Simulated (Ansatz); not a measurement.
Al, space group Im-3m, a test of the smearing width

With Ansatz 0.2.0, Python API.

The cells in order, each with its output:

**Cell 1**
```python
from dataclasses import dataclass
import csv

import ansatz as az
```

**Cell 2**
```python
@dataclass
class Options:
    xc: str = "r2scan"
    kmesh: tuple[int, ...] = (15, 15, 15)
    scf_tol: float = 1e-10
```

**Cell 3**
```python
cfg = Options()
```

**Cell 4**
```python
crystal = (
    az.Lattice.bcc(3.18243738)
    .space_group(229)
    .atom("Al", (0.0, 0.0, 0.0))
    .primitive()
)
```

**Cell 5**
```python
base = (
    crystal.calculation()
    .functional(cfg.xc)
    .basis(48 * az.Ry)
    .kpoints(*cfg.kmesh)
    .scf(tolerance=cfg.scf_tol)
)

rows = []
for value in [0.25, 0.15, 0.1, 0.05, 0.025]:
    report = base.occupations("methfessel_paxton", width=value).run(threads=1, backend="cpu").report
    rows.append((value, report["free_energy_ev"] / len(report["lattice"]["sites"]), report["n_iterations"], report["n_kpoints"]))
```

**Cell 6**
```python
with open("smear.csv", "w", newline="") as handle:
    writer = csv.writer(handle)
    writer.writerow(["width (eV)", "F/atom (eV)", "iterations", "k-points"])
    writer.writerows([round(v, 5) if isinstance(v, float) else v for v in row] for row in rows)

# the last row is the reference
for row in rows[:-1]:
    shift = 1000 * (row[1] - rows[-1][1])
    print(f"{row[0]}: {shift:+.2f} meV/atom" + ("  (within 5 meV)" if abs(shift) < 5 else ""))
```
Output:
```text
0.25: +0.18 meV/atom  (within 5 meV)
0.15: -0.02 meV/atom  (within 5 meV)
0.1: -0.11 meV/atom  (within 5 meV)
0.05: -0.05 meV/atom  (within 5 meV)
```

`smear.csv`, as written:
```csv
width (eV),F/atom (eV),iterations,k-points
0.25,-540.2988,8,120
0.15,-540.299,8,120
0.1,-540.29909,8,120
0.05,-540.29902,8,120
0.025,-540.29898,8,120
```

Caveats:
- The narrowest width needs the finest mesh, so the last row is no converged reference.
- This isn't the structure that Al takes at ambient conditions.
- Hardware and time: 9.1 s on 1 thread of Intel(R) Xeon(R) Processor @ 2.30GHz, on a shared host, peak memory 0.49 GiB.
